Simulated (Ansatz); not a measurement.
# CH4O3Si: the cost of one run

The runs use Ansatz 0.2.0, Gaussian basis; the settings change from run to run.

## 1. The molecule

An earlier PBE0-D4 in a triple-zeta def2 set relaxation fixed the geometry.

SMILES `O[SiH]1OCO1`, 9 atoms, charge 0, spin multiplicity 1.

Atoms are counted from 1 here; the program's logs count them from 0.

Bond lengths: O1–Si2 1.619 Å, O1–H6 0.959 Å, Si2–O3 1.664 Å, Si2–O5 1.664 Å, Si2–H7 1.470 Å, O3–C4 1.428 Å, C4–O5 1.428 Å, C4–H8 1.095 Å, C4–H9 1.094 Å. Angles: Si2–O1–H6 118.7°, O1–Si2–O3 117.8°, O1–Si2–O5 117.8°, O1–Si2–H7 104.3°, O3–Si2–O5 82.9°, O3–Si2–H7 116.9°, O5–Si2–H7 116.9°, Si2–O3–C4 88.0°, O3–C4–O5 101.0°, O3–C4–H8 111.2°, O3–C4–H9 111.0°, O5–C4–H8 111.2°, O5–C4–H9 111.0°, H8–C4–H9 111.0°, Si2–O5–C4 88.0°.

## 2. LC-wPBE/pcseg-2

Set apart from the defaults: charge +1, multiplicity 2.

File in.yaml:

```yaml
crystal:
  periodic: [false, false, false]
  atoms:
    - {symbol: O, position_ang: [1.147612, -1.571389, 0.887848]}
    - {symbol: Si, position_ang: [-0.132921, -0.848714, 0.209934]}
    - {symbol: O, position_ang: [-0.591318, 0.637147, 0.803086]}
    - {symbol: C, position_ang: [-0.357300, 1.174506, -0.498672]}
    - {symbol: O, position_ang: [0.113868, 0.017455, -1.189562]}
    - {symbol: H, position_ang: [1.951045, -1.062276, 1.013844]}
    - {symbol: H, position_ang: [-1.162957, -1.896740, 0.171337]}
    - {symbol: H, position_ang: [0.406213, 1.958369, -0.472243]}
    - {symbol: H, position_ang: [-1.285842, 1.545242, -0.942573]}
basis:
  gaussian: {orbitals: pcseg-2}
total_charge: 1
magnetization: {spin_polarized: true, initial_magnetization: 1}
hamiltonian: {xc: {name: LC-wPBE}}
output: {forces: true}
```

Launch:

```sh
$ ansatz run in.yaml --threads 2 --pin off --events-out ev --progress --plain --max-ram 4352MiB
```

Q: Estimate wall time and peak memory on 2 threads of Intel Xeon Platinum 8259CL at 2.50GHz, shared host.

About 42 s, with a peak of 0.67 GiB.
